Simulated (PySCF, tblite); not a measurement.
# C₁₀H₆O: geometry, infrared bands and NMR shifts

Aim: predict the infrared bands and NMR shifts of C₁₀H₆O (`C#Cc1cccc2occc12`).

Programs: tblite 0.8.0 and PySCF 2.14.0, with density-fitted response routines of our own. Each step states its level of theory. These are calculated values for one molecule in the gas phase, unless marked as measured. Atoms are numbered from 0 throughout.

## (1) The starting structure

17 atoms, charge 0, multiplicity 1; geometry from: force field or distance geometry start.

Bonds of the start (Å): C0–C1 1.20, C1–C2 1.43, C2–C3 1.41, C3–C4 1.41, C4–C5 1.39, C5–C6 1.40, C6–O7 1.37, O7–C8 1.35, C8–C9 1.38, C9–C10 1.42, C10–C2 1.40, C10–C6 1.39, C0–H11 1.06, C3–H12 1.09, C4–H13 1.08, C5–H14 1.07, C8–H15 1.07, C9–H16 1.09.

## (2) Geometry optimisation with GFN2-xTB

What the job is given:

```
{"job": {"kind": "relax", "xc": "GFN2-xTB", "basis": "xTB"}, "charge": 0, "multiplicity": 1}
C      0.200100     3.445300    -0.272300
C     -0.113500     2.292600    -0.201700
C     -0.461100     0.906300    -0.094300
C     -1.812400     0.509600    -0.137100
C     -2.147000    -0.853500    -0.027600
C     -1.161100    -1.833300     0.088800
C      0.166400    -1.386600     0.114800
O      1.268000    -2.185100     0.239600
C      2.354400    -1.379500     0.222500
C      1.964500    -0.061400     0.101200
C      0.543900    -0.056200     0.027000
H      0.453300     4.474100    -0.340300
H     -2.607600     1.244200    -0.216000
H     -3.187900    -1.150300    -0.063400
H     -1.399900    -2.877800     0.167200
H      3.302200    -1.873400     0.319300
H      2.630800     0.797000     0.062500
```

Started as:

```
OMP_NUM_THREADS=1 python probes_run.py task.json out
```

This one command runs all jobs of the session in turn.

**Question.** This job is followed by: GFN2-xTB harmonic vibrations, gas phase; GIAO PBE0/pcSseg-1 NMR shielding, non-relativistic, gas phase. What will the session give for the following? strongest single infrared mode (GFN2-xTB); zero-point energy (GFN2-xTB); 13C shifts against TMS (PBE0/pcSseg-1); 1H shifts against TMS (PBE0/pcSseg-1); 17O shifts against H2O (PBE0/pcSseg-1); surface potential, 1st and 99th percentile.

The runs gave:

```
                                 quantity                                                                   value
strongest single infrared mode (GFN2-xTB)                                                    1277 cm⁻¹, 54 km/mol
             zero-point energy (GFN2-xTB)                                                           76.9 kcal/mol
   13C shifts against TMS (PBE0/pcSseg-1)  160.5, 151.4, 137.5, 134.4, 128.3, 118.8, 117.6, 113.5, 90.7, 87.1 ppm
    1H shifts against TMS (PBE0/pcSseg-1)                                  7.86, 7.81, 7.73, 7.58, 7.34, 3.09 ppm
   17O shifts against H2O (PBE0/pcSseg-1)                                                               262.6 ppm
    surface potential, 1st and 99th percentile                                                      -0.81 V and 1.38 V
```

In words: The optimisation took 19 steps and gained 0.107 eV; among the close pairs (by a distance rule), C8–C9 changed most, from 1.380 to 1.353 Å. All 45 modes are real, so the xTB geometry is a minimum. The strongest single mode, at 1277 cm⁻¹, has its largest shares on C6, C2 and O7 (the list is cut at 3 atoms). GFN2-xTB is a fitted tight-binding method: band positions and strengths are rough. Its intensities can rank the bands wrongly. At PBE0/pcSseg-1: Shielding is most anisotropic at C1 (span 304 ppm, paramagnetic term -146 ppm). NICS(1)zz of -28 ppm above the planar ring from C2 marks a diatropic (aromatic) ring current. NICS(1)zz of -24 ppm above the planar ring from C6 marks a diatropic (aromatic) ring current. By nearest atom (PBE0/pcSseg-1), the HOMO sits on C0, C2, C8 about 14 % each; C4, C5, C9 about 10 % each and the LUMO on C2, C5 about 16 % each; C0, C8 about 11 % each.
